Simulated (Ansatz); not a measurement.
# Sn4As3: the cost of one run

Program: Ansatz 0.2.0. Level of theory: DFT PBEsol, scalar-relativistic, plane waves, PAW. These are calculated values, not measurements.

3 further runs of the same task are left out: 3 set aside as unsound or not needed.

**1. The system as given**

The structure is trigonal, space group R-3m (No. 166). The conventional cell has a = 4.078 Å, b = 4.078 Å, c = 35.929 Å, α = 90.00°, β = 90.00°, γ = 120.00°. Sn (site symmetry 3m) is surrounded by 3 As at 2.76 Å. Around Sn (site symmetry 3m) lie 6 As at 2.85 to 2.99 Å. Around As (site symmetry -3m) lie 6 Sn at 2.85 Å. As (site symmetry 3m) has 6 Sn at 2.76 to 2.99 Å as nearest neighbours.

Structure file:

```
CELL_PARAMETERS angstrom
0.00000 -7.06303 0.00000
6.11676 -3.53151 0.00000
0.00000 -2.35434 11.97646
ATOMIC_POSITIONS crystal
Sn 0.80270 0.66667 0.59191
Sn 0.46936 0.33333 0.59191
Sn 0.13603 0.00000 0.59191
Sn 0.53064 0.66667 0.40809
Sn 0.19730 0.33333 0.40809
Sn 0.86397 0.00000 0.40809
Sn 0.95525 0.66667 0.13426
Sn 0.62191 0.33333 0.13426
Sn 0.28858 0.00000 0.13426
Sn 0.37809 0.66667 0.86574
Sn 0.04475 0.33333 0.86574
Sn 0.71142 0.00000 0.86574
As 0.66667 0.66667 0.00000
As 0.33333 0.33333 0.00000
As 0.00000 0.00000 0.00000
As 0.09593 0.66667 0.71221
As 0.76260 0.33333 0.71221
As 0.42926 0.00000 0.71221
As 0.23740 0.66667 0.28779
As 0.90407 0.33333 0.28779
As 0.57074 0.00000 0.28779
```

It is built from the cell relaxed beforehand with the same method (24.64 Å³/atom).

**2. Reference: the perfect supercell**

File input.yaml:

```yaml
crystal:
  lattice:
    - [0.0, -7.0630288802, 0.0]
    - [6.1167624379, -3.5315144401, 0.0]
    - [0.0, -2.35434296, 11.9764558872]
  atoms:
    - { symbol: Sn, position: [0.8026967559, 0.6666666667, 0.5919097322] }
    - { symbol: Sn, position: [0.4693634226, 0.3333333333, 0.5919097322] }
    - { symbol: Sn, position: [0.1360300893, 1.0, 0.5919097322] }
    - { symbol: Sn, position: [0.5306365774, 0.6666666667, 0.4080902678] }
    - { symbol: Sn, position: [0.1973032441, 0.3333333333, 0.4080902678] }
    - { symbol: Sn, position: [0.8639699107, 1.0, 0.4080902678] }
    - { symbol: Sn, position: [0.9552453331, 0.6666666667, 0.1342640006] }
    - { symbol: Sn, position: [0.6219119998, 0.3333333333, 0.1342640006] }
    - { symbol: Sn, position: [0.2885786665, 0.0, 0.1342640006] }
    - { symbol: Sn, position: [0.3780880002, 0.6666666667, 0.8657359994] }
    - { symbol: Sn, position: [0.0447546669, 0.3333333333, 0.8657359994] }
    - { symbol: Sn, position: [0.7114213335, 1.0, 0.8657359994] }
    - { symbol: As, position: [0.6666666667, 0.6666666667, 0.0] }
    - { symbol: As, position: [0.3333333333, 0.3333333333, 0.0] }
    - { symbol: As, position: [0.0, 0.0, 0.0] }
    - { symbol: As, position: [0.095930174, 0.6666666667, 0.7122094779] }
    - { symbol: As, position: [0.7625968407, 0.3333333333, 0.7122094779] }
    - { symbol: As, position: [0.4292635074, 0.0, 0.7122094779] }
    - { symbol: As, position: [0.2374031593, 0.6666666667, 0.2877905221] }
    - { symbol: As, position: [0.904069826, 0.3333333333, 0.2877905221] }
    - { symbol: As, position: [0.5707364926, 1.0, 0.2877905221] }
  symmetry: { detect: false }
basis:
  ecutwfc: 420
kpoints:
  mp_grid: { grid: [4, 4, 2], shift: [0.5, 0.5, 0.5] }
hamiltonian:
  xc: pbesol
scf:
  occupations: { method: gaussian, width: 0.1 }
output:
  forces: true
  stress: true
  eigenvalues: true
```

Command:

```
$ ansatz run input.yaml --threads 4 --pin off --max-ram 9216MiB --backend cpu --events-out ev --progress --plain --runs-dir out
```

What time and memory should one allow on 4 threads of Intel Xeon Platinum 8488C (Sapphire Rapids), shared host?

About 33 s, with a peak of 2.5 GiB.
